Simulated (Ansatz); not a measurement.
# GeH6OSSi: the cost of one run

Computed with Ansatz 0.2.0, driven from Python. The levels of theory stand in the script.

**1. Starting point**

Bond lengths: O1–Ge2 1.744 Å, Ge2–Si3 2.286 Å, Ge2–S4 2.160 Å, O1–H5 0.992 Å, Ge2–H6 1.558 Å, Si3–H7 1.461 Å, Si3–H8 1.480 Å, Si3–H9 1.510 Å, S4–H10 1.364 Å. Angles: O1–Ge2–Si3 107.6°, O1–Ge2–S4 110.8°, O1–Ge2–H6 109.9°, Si3–Ge2–S4 107.8°, Si3–Ge2–H6 109.9°, S4–Ge2–H6 110.7°, Ge2–O1–H5 108.8°, Ge2–Si3–H7 112.0°, Ge2–Si3–H8 111.5°, Ge2–Si3–H9 109.6°, H7–Si3–H8 108.8°, H7–Si3–H9 109.6°, H8–Si3–H9 105.1°, Ge2–S4–H10 95.0°.

geh6ossi.xyz, read by the script:

```xyz
10

O    -0.95290    1.61800   -0.86490
Ge   -0.69020    0.50530    0.45180
Si    1.42340   -0.33730    0.23400
S    -2.07400   -1.14970    0.34440
H    -0.89280    1.11980   -1.72020
H    -0.82700    1.25130    1.81280
H     1.60980   -1.02790   -1.03970
H     1.75050   -1.27140    1.33420
H     2.43040    0.78090    0.35630
H    -1.69410   -1.54030   -0.90560
```

**2. Script**

File methods_geh6ossi.py:

```python
# -*- coding: utf-8 -*-
'''GeH6OSSi at several levels of theory.'''

import ansatz

params = {
    'basis': 'def2-SVP',
}


def main():
    geometry = ansatz.Crystal.molecule_from_extxyz('geh6ossi.xyz')

    setup = geometry.calculation().basis(gaussian=params['basis'])

    methods = ['mp2', 'ccsd', 'ccsd_t']
    reports = [setup.correlation(m).run(threads=1).report for m in methods]
    print(f'Hartree-Fock reference {reports[0]["reference_energy_ev"] / 27.211386246:.6f} Ha')
    best = reports[-1]['free_energy_ev'] - reports[-1]['reference_energy_ev']
    for method, each in zip(methods, reports):
        gained = each['free_energy_ev'] - each['reference_energy_ev']
        print(f'{method:8s} total {each["free_energy_ev"] / 27.211386246:.6f} Ha  correlation {gained:9.4f} eV  ({100 * gained / best:.1f} % of the last)')


if __name__ == '__main__':
    main()
```

**3. The input behind the calls**

The engine receives this input (first run):

```yaml
crystal:
  periodic: [false, false, false]
  atoms:
    - { symbol: O, position_ang: [-0.9529, 1.618, -0.8649] }
    - { symbol: Ge, position_ang: [-0.6902, 0.5053, 0.4518] }
    - { symbol: Si, position_ang: [1.4234, -0.3373, 0.234] }
    - { symbol: S, position_ang: [-2.074, -1.1497, 0.3444] }
    - { symbol: H, position_ang: [-0.8928, 1.1198, -1.7202] }
    - { symbol: H, position_ang: [-0.827, 1.2513, 1.8128] }
    - { symbol: H, position_ang: [1.6098, -1.0279, -1.0397] }
    - { symbol: H, position_ang: [1.7505, -1.2714, 1.3342] }
    - { symbol: H, position_ang: [2.4304, 0.7809, 0.3563] }
    - { symbol: H, position_ang: [-1.6941, -1.5403, -0.9056] }
basis:
  gaussian:
    orbitals: def2-SVP
correlation:
  method: mp2
```

**4. Running it**

Launch:

```bash
> python methods_geh6ossi.py
```

What time and memory should one allow on 1 thread of Arm Neoverse V2, shared host?

About 36 s, with a peak of 0.55 GiB.
